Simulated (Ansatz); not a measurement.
# AlN: the cost of one run

Computed with Ansatz 0.2.0 (DFT PBE, scalar-relativistic, plane waves, PAW, unless a step's input says otherwise).

The COD entry's cell or inner coordinates are ideal or old and differ from later refinements, so a difference from it is no clean test against experiment.

2 further runs of the same task are left out: 2 set aside as unsound or not needed.

### 1 Starting point

It takes space group P6_3mc (No. 186, hexagonal). Conventional cell: a = 3.218 Å, b = 3.218 Å, c = 5.243 Å, α = 90.00°, β = 90.00°, γ = 120.00°. Ga (site symmetry 3m) is surrounded by 4 N at 1.97 to 1.98 Å. N (site symmetry 3m) is surrounded by 4 Ga at 1.97 to 1.98 Å.

Structure file:

```xyz
4
Lattice="3.2184 0.0000 0.0000 -1.6092 2.7872 0.0000 0.0000 0.0000 5.2430" Properties=species:S:1:pos:R:3 pbc="T T T"
Ga    0.0000    1.8582   -0.0046
Ga    1.6092    0.9291    2.6170
N     0.0000    1.8582    1.9707
N     1.6092    0.9291    4.5922
```

It is the result of an earlier relaxation at this level (volume 11.76 Å³/atom; gap on the mesh: 1.71 eV).

### 2 The film's bulk: AlN

Relaxed beforehand at this level: -462.1270 eV/atom, gap on the mesh 4.03 eV.

```
CELL_PARAMETERS angstrom
3.13024 0.00000 0.00000
-1.56512 2.71087 0.00000
0.00000 0.00000 5.01798
ATOMIC_POSITIONS crystal
Al 0.33333 0.66667 0.00173
Al 0.66667 0.33333 0.50173
N 0.33333 0.66667 0.38327
N 0.66667 0.33333 0.88327
```

The bulk reference of GaN, the base, comes from a run made before at the same settings: -2083.9594 eV/atom.

### 3 The film's bulk on the base's lattice

The (001) plane of AlN is fitted to the (001) plane of GaN, a strain of +2.8 % along x and +2.8 % along y; the third vector and the atoms relax.

input.yaml reads:

```yaml
crystal:
  lattice:
    - [3.2184289305, 0.0, 0.0]
    - [-1.6092144652, 2.7872412141, 0.0]
    - [0.0, 0.0, 4.8534356901]
  atoms:
    - { symbol: Al, position: [0.6666666667, 0.3333333333, 0.0017287175] }
    - { symbol: Al, position: [0.3333333333, 0.6666666667, 0.5017287175] }
    - { symbol: "N", position: [0.6666666667, 0.3333333333, 0.3832712825] }
    - { symbol: "N", position: [0.3333333333, 0.6666666667, 0.8832712825] }
basis:
  ecutwfc: 420
kpoints:
  mp_grid: { grid: [9, 9, 6] }
hamiltonian:
  xc: pbe
scf:
  occupations: { method: gaussian, width: 0.02 }
output:
  forces: true
  stress: true
  eigenvalues: true
relax:
  adjacent_minimum: "off"
  f_tol: 0.01
  max_steps: 50
  cell: { fix: [a, b, gamma], stress_tol: 0.1 }
```

Command:

```console
ansatz run input.yaml --threads 4 --pin off --max-ram 10240MiB --backend cpu --events-out ev --progress --plain --runs-dir out
```

**Question.** How long does this run take on 4 threads of AMD EPYC 9R45 (Zen 5), shared host, and how much memory does it need?

About 2.7 s, with a peak of 0.41 GiB.
